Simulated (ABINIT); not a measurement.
Set up this calculation in ABINIT 10.8.3 (patched build), as the native input.

- Task: single point
- Functional: PBE
- Potentials or basis: JTH PAW PBE v2.0
- Cutoff: 435 eV
- k mesh: 6 × 6 × 6
- Occupations: gaussian, width 0.05 eV
- Spin: collinear spin, ferromagnetic start
- Starting moments: [2.0, 0.0] μB
- Hubbard terms: Pt d U = 2 eV
- Double counting (usepawu): 1
- Fine-grid cutoff: 870.764 eV

PtSe:

```xyz
2
Lattice="0.0000 2.7984 2.7984 2.7984 0.0000 2.7984 2.7984 2.7984 0.0000" Properties=species:S:1:pos:R:3 pbc="T T T"
Pt    2.7984    2.7984    2.7984
Se    0.0000    0.0000    0.0000
```

The cell comes from a database or a generator and needn't be the stable form of this composition.

The input as run:

run.abi

```
# Pseudopotentials
pp_dirpath "./"
pseudos "Pt.GGA_PBE-JTH.xml, Se.GGA_PBE-JTH.xml"

# Structure
acell 3*1.0
rprim
     0.0000000000     5.2882306198     5.2882306198
     5.2882306198     0.0000000000     5.2882306198
     5.2882306198     5.2882306198     0.0000000000
ntypat 2
znucl 78 34
natom 2
typat 1 2
xcart
     2.7984111300     2.7984111300     2.7984111300
     0.0000000000     0.0000000000     0.0000000000 Angstrom

# Plane-wave basis
ecut 435.382180 eV
pawecutdg 32.0
pawxcdev 0

# k points
kptopt 1
ngkpt 6 6 6
nshiftk 1
shiftk 0.0 0.0 0.0

# Exchange and correlation
ixc 11

# Bands and occupations
nband 12
occopt 7
tsmear 0.05 eV

# Spin
nsppol 2
spinat
     0.0000000000     0.0000000000     2.0000000000
     0.0000000000     0.0000000000     0.0000000000

# DFT+U
usepawu 1
lpawu 2 -1
upawu 2.0 0.0 eV
jpawu 0.0 0.0 eV

# SCF cycle
nstep 100
tolvrs 1.0e-9

# Output
iomode 3
prtwf 0
prtden 0
prteig 0
prtebands 0
enunit 1
```

Potentials or basis: JTH PAW PBE v2.0.

Command:

```bash
$ abinit run.abi > log 2>&1
```

Results of the run:

```
Pressure                                              : -14.1 GPa
Band gap on the k mesh                                : none (metal or under the smearing width)
Net moment                                            : 0.14 μB per cell
Site moments                                          : Pt +0.08; Se +0.03 μB
Valence electrons inside the program's atomic spheres : Pt 8.42; Se 3.77
```

Run time: 23 s on 1 thread of Arm Neoverse V2, with other jobs on the host, peak memory 0.13 GiB.
